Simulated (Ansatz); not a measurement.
# SrCa: the cost of one run

Program: Ansatz 0.2.0, driven from Python. Level of theory: DFT LDA, plane waves, PAW. These are calculated values, not measurements.

## (1) Starting point

SrCa P-6m2: Symmetry: P-6m2, No. 187, hexagonal system. Conventional cell: a = 4.128 Å, b = 4.128 Å, c = 6.789 Å, α = 90.00°, β = 90.00°, γ = 120.00°. Around Sr (site symmetry -6m2) lie 6 Sr at 4.13 Å and 6 Ca at 4.15 Å. Around Ca (site symmetry -6m2) lie 6 Ca at 4.13 Å and 6 Sr at 4.15 Å.

Sr Fm-3m: Symmetry: Fm-3m, No. 225, cubic system. Conventional cell: a = 6.085 Å, b = 6.085 Å, c = 6.085 Å, α = 90.00°, β = 90.00°, γ = 90.00°. Sr (site symmetry m-3m) has 12 Sr at 4.30 Å as nearest neighbours.

Ca Fm-3m: The structure is cubic, space group Fm-3m (No. 225). The conventional cell has a = 5.588 Å, b = 5.588 Å, c = 5.588 Å, α = 90.00°, β = 90.00°, γ = 90.00°. Ca (site symmetry m-3m) has 12 Ca at 3.95 Å as nearest neighbours.

The script holds or builds the structure itself.

## (2) Script

srca.py reads:

```python
from collections import Counter
import warnings

import ansatz
import numpy as np

XC = 'LDA'
KSPACING = 0.14
SMEARING = 'fermi_dirac'
WIDTH_EV = 0.05


def ground_state(name, crystal):
    calc = (
        crystal.calculation()
        .functional(XC)
        .basis(17 * ansatz.Ha)
        .kpoints(spacing=KSPACING)
        .occupations(SMEARING, width=WIDTH_EV)
        .stress()
    )
    calc = calc.relax(force_tolerance=0.01, max_steps=40, cell=True)
    return calc.run(threads=1)


def counts(outcome):
    return Counter(site.symbol for site in outcome.lattice.sites)

def formation_energy(outcome, mu):
    n = counts(outcome)
    return (outcome.report['energy_sigma0_ev'] - sum(k * mu[element] for element, k in n.items())) / sum(n.values())


def volume_per_atom(outcome):
    return abs(np.linalg.det(outcome.lattice.cell_ang)) / len(outcome.lattice.sites)

warnings.simplefilter('ignore')

phases = {}
srca = (
    ansatz.Lattice.from_parameters(4.128338, 4.128338, 6.788745, alpha=90.0, beta=90.0, gamma=120.0)
    .atom('Sr', (2 / 3, 1 / 3, 0.5))
    .atom('Ca', (0.0, 0.0, 0.0))
)
phases['SrCa'] = srca
sr = (
    ansatz.Lattice.fcc(6.0847)
    .space_group(225)
    .atom('Sr', (0.0, 0.0, 0.0))
    .primitive()
)
phases['Sr'] = sr
ca = (
    ansatz.Lattice.fcc(5.5884)
    .space_group(225)
    .atom('Ca', (0.0, 0.0, 0.0))
    .primitive()
)
phases['Ca'] = ca

done = {name: ground_state(name, crystal) for name, crystal in phases.items()}

references = {'Sr': 'Sr', 'Ca': 'Ca'}
mu = {element: done[name].report['energy_sigma0_ev'] / len(done[name].lattice.sites) for element, name in references.items()}

target = done['SrCa']
heat = formation_energy(target, mu)
for element, value in mu.items():
    print(f'mu({element}) = {value:.4f} eV from {references[element]}, {volume_per_atom(done[references[element]]):.2f} A^3/atom')
print(f'formation energy of SrCa: {heat:.4f} eV/atom = {96.4853 * heat:.1f} kJ/mol of atoms')
```

## (3) The input behind the calls

The engine receives this input (first run):

```yaml
crystal:
  lattice:
    a: 4.128338
    b: 4.128338
    c: 6.788745
    alpha: 90.0
    beta: 90.0
    gamma: 120.0
  atoms:
    - { symbol: Sr, position: [0.6666666666666666, 0.3333333333333333, 0.5] }
    - { symbol: Ca, position: [0.0, 0.0, 0.0] }
basis:
  ecutwfc: 462.593566181796
kpoints:
  mp_grid:
    kspacing: 0.14
hamiltonian:
  xc: lda
scf:
  occupations:
    method: fermi_dirac
    width: 0.05
relax:
  f_tol: 0.01
  max_steps: 40
  cell: {}
output:
  stress: true
```

## (4) The run

Launch:

```console
$ python srca.py
```

What time and memory should one allow on 1 thread of Arm Neoverse V1, shared host?

About 81 s, with a peak of 0.53 GiB.
